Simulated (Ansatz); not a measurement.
# AlAs+ (quartet): the correlation ladder at distance Al1–As2 = 2.773 Å, cc-pVDZ

Aim: climb from Hartree-Fock through coupled cluster and multireference methods for AlAs+ (quartet) at one geometry and basis, and see what each rung misses.

Method: cc-pVDZ, core rule «outside noble gas», up to 19 orbitals frozen; program: Ansatz 0.2.0, Gaussian basis.

Plan: UHF; CCSD(T) on ROHF; CCSD(T) on UHF; BCCD(T) on ROHF; CISD; CCSDT(Q) on ROHF; CCSDT(Q) on UHF; CASSCF and MRCISD+Q, 5 electrons in 5 orbitals; CASSCF and NEVPT2, 5 electrons in 5 orbitals; CASSCF and MRCISD+Q, 7 electrons in 8 orbitals; CASSCF and NEVPT2, 7 electrons in 8 orbitals; Full CI.

16 further runs of the same task are left out: 2 for a known fault of the program, 13 that didn't finish, 1 set aside as unsound or not needed.

### Step 1. The geometry

The geometry derives from a PBE0/def2-TZVP stationary point (not a proven minimum). One bond is set to the value named and the two fragments are kept rigid. No spin-orbit coupling is included. The filled d shell of As may be among the frozen orbitals whatever the setting's name suggests; the logs give the count.

2 atoms, charge 1, spin multiplicity 4.

Atoms are counted from 1 here; the program's logs count them from 0.

Bond lengths: Al1–As2 2.773 Å.

### Step 2. UHF

Input file in.yaml:

```yaml
crystal:
  periodic: [false, false, false]
  atoms:
    - {symbol: Al, position_ang: [0.000000, 0.000000, 0.000000]}
    - {symbol: As, position_ang: [0.000000, 0.000000, 2.773000]}
basis:
  gaussian: {orbitals: cc-pVDZ}
total_charge: 1
magnetization: {spin_polarized: true, initial_magnetization: 3}
hamiltonian: {xc: hf}
output: {orbitals: {seedname: orbitals}}
```

Launch:

```sh
> ansatz run in.yaml --threads 1 --pin off --events-out ev --progress --plain --max-ram 2393MiB
```

After this run come: CCSD(T) on ROHF; CCSD(T) on UHF; BCCD(T) on ROHF; CISD; CCSDT(Q) on ROHF; CCSDT(Q) on UHF; CASSCF and MRCISD+Q, 5 electrons in 5 orbitals; CASSCF and NEVPT2, 5 electrons in 5 orbitals; CASSCF and MRCISD+Q, 7 electrons in 8 orbitals; CASSCF and NEVPT2, 7 electrons in 8 orbitals; Full CI.

**Question.** What will the summary of the whole plan be? Wanted: FCI below the RHF energy; RMP2 from FCI; UMP2 from FCI; RCCSD from FCI; RCCSD(T) from FCI; UCCSD(T) from FCI; RCCSDT(Q) from FCI; UCCSDT(Q) from FCI; NEVPT2 pair from FCI.

The runs gave:

```
                         quantity                                                                                               value
         FCI below the RHF energy                                                                                          -3.3216 eV
                    RMP2 from FCI                                                                                          +861.6 meV
                    UMP2 from FCI                                                                                          +846.4 meV
                   RCCSD from FCI                                                                                           +97.3 meV
                RCCSD(T) from FCI                                                                                           +25.5 meV
                UCCSD(T) from FCI                                                                                           +11.5 meV
               RCCSDT(Q) from FCI                                                                                            +0.9 meV
               UCCSDT(Q) from FCI                                                                                           -13.2 meV
             NEVPT2 pair from FCI                                                                                          +812.6 meV
           MRCISD+Q pair from FCI                                                                                           -25.5 meV
          NEVPT2 valence from FCI                                                                                          +471.2 meV
levels within 1 kcal/mol (43 meV)  RCCSD(T), UCCSD(T), BCCD(T), RCCSDT, UCCSDT, RCCSDT(Q), UCCSDT(Q), MRCISD+Q pair, MRCISD+Q valence
                    T1 diagnostic                                                                                               0.031
   effectively unpaired electrons                                                                                                3.08
```

What this shows: RCCSD(T) misses by +25.5 meV, 0.8 % of the correlation energy. UCCSDT, UCCSDT(Q), MRCISD+Q pair, MRCISD+Q valence fall below full CI: unrestricted runs freeze a spin-polarised core, another one than full CI's, and coupled cluster isn't variational. One determinant dominates. Of the multireference levels listed MRCISD+Q pair comes nearest in total energy (-25.5 meV), which doesn't show that its space is the better one. These misses are within one basis, not against nature; the frozen cores of restricted and unrestricted runs differ, which can shift their rows.
